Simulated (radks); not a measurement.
# Yb⁴⁺ in [Xe] 4f12: an all-electron calculation

Wanted: eigenvalues, radial structure and energy terms of the ytterbium ion Yb4+.

The numbers are computed with radks (a radial shooting solver on a logarithmic mesh, Libxc functionals) version 1 (Dirac Kohn-Sham, RPBE, spin-unpolarised, spherical densities, finite nucleus; open shells fill j = l - 1/2 first), except any that are marked as measured or tabulated.

**1. Starting point**

- element: ytterbium (Z = 70)
- charge: +4
- electrons: 66
- configuration: [Xe] 4f12
- nuclear rms radius: 5.3108 fm

**2. The run**

The run's settings:

```text
Z 70
configuration [Xe] 4f12
relativity Dirac
functional rpbe,pbe
spin unpolarised
j_filling energy
nucleus finite rms 5.3108 fm
c 137.035999084
```

Started as:

```bash
$ python run_ks.py task.json out
```

All runs below come from this command, one after another.

Q: Predict the outcome of this run.

**Answer**, as computed:

```
                        quantity                   value
                    total energy     -14071.4334 hartree
exchange-correlation share of it                  2.08 %
                            −T/E                  1.1107
          highest occupied level       4f7/2, -56.280 eV
    most extended occupied level  5p3/2, <r> = 1.37 bohr
 radius at density 0.001 e/bohr³               2.94 bohr
    maxima of the radial density                       4
         ionisation energy, NIST     65.6 (semi-emp.) eV
```

What this shows: 5 principal shells are occupied and 4 maxima appear in the radial density; where shells overlap, one shows as a shoulder or not at all. Relativity lifts −T/E to 1.111. Minus the highest eigenvalue, 56.280 eV, is 86 % of the tabulated ionisation energy (65.6 eV); the potential of a semilocal functional falls off too fast, so its top eigenvalue is too shallow. Spin polarisation and multiplet splitting are left out.
